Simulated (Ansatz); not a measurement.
# Tl12F: the cost of one run

All numbers below are computed with Ansatz 0.2.0 (DFT LDA, plane waves, PAW, scalar-relativistic, no spin polarisation).

### Step 1. The structure to begin with

The cell holds 13 atoms (FTl12): a = 6.920 Å, b = 10.380 Å, c = 5.533 Å, α = 90.00°, β = 90.00°, γ = 120.00°.

Coordinates:

```xyz
13
Lattice="6.9200 0.0000 0.0000 -5.1900 8.9893 0.0000 0.0000 0.0000 5.5325" Properties=species:S:1:pos:R:3 pbc="T T T"
Tl    0.0000    0.0000    0.0000
Tl    0.0000    1.9976    2.7663
Tl   -1.7300    2.9964    0.0000
Tl   -1.7300    4.9941    2.7663
Tl   -3.4600    5.9929    0.0000
Tl   -3.4600    7.9905    2.7663
Tl    3.4600    0.0000    0.0000
Tl    3.4600    1.9976    2.7663
Tl    1.7300    2.9964    0.0000
Tl    1.7300    4.9941    2.7663
Tl    0.0000    5.9929    0.0000
Tl    0.0000    7.9905    2.7663
F     1.6669    4.9574    4.8768
```

### Step 2. Preparing the start

Input file input.yaml:

```yaml
crystal:
  lattice:
    - [6.92, 0.0, 0.0]
    - [-5.19, 8.989344, 0.0]
    - [0.0, 0.0, 5.53254]
  atoms:
    - { symbol: Tl, position: [0.0, 0.0, 0.0] }
    - { symbol: Tl, position: [0.1666667, 0.2222222, 0.5] }
    - { symbol: Tl, position: [0.0, 0.3333333, 0.0] }
    - { symbol: Tl, position: [0.1666667, 0.5555556, 0.5] }
    - { symbol: Tl, position: [0.0, 0.6666667, 0.0] }
    - { symbol: Tl, position: [0.1666667, 0.8888889, 0.5] }
    - { symbol: Tl, position: [0.5, 0.0, 0.0] }
    - { symbol: Tl, position: [0.6666667, 0.2222222, 0.5] }
    - { symbol: Tl, position: [0.5, 0.3333333, 0.0] }
    - { symbol: Tl, position: [0.6666667, 0.5555556, 0.5] }
    - { symbol: Tl, position: [0.5, 0.6666667, 0.0] }
    - { symbol: Tl, position: [0.6666667, 0.8888889, 0.5] }
    - { symbol: F, position: [0.6544773, 0.5514706, 0.881483] }
basis:
  ecutwfc: 420.0
kpoints:
  mp_grid: { grid: [3, 2, 3] }
hamiltonian:
  xc: lda
scf:
  occupations: { method: fermi_dirac, width: 0.05 }
  lower_state_search: "off"
relax:
  f_tol: 0.08
  max_steps: 25
  adjacent_minimum: "off"
output:
  write_density: true
  write_potential: true
  elf: true
  volumetric_format: npy
```

On the command line:

```console
$ ansatz run input.yaml --threads 4 --pin off --max-ram 10240MiB --backend cpu --events-out ev --progress --plain --runs-dir out
```

What time and memory should one allow on 4 threads of Intel Xeon at 2.50GHz (Skylake/Cascade Lake), shared host?

About 85 s, with a peak of 1.1 GiB.
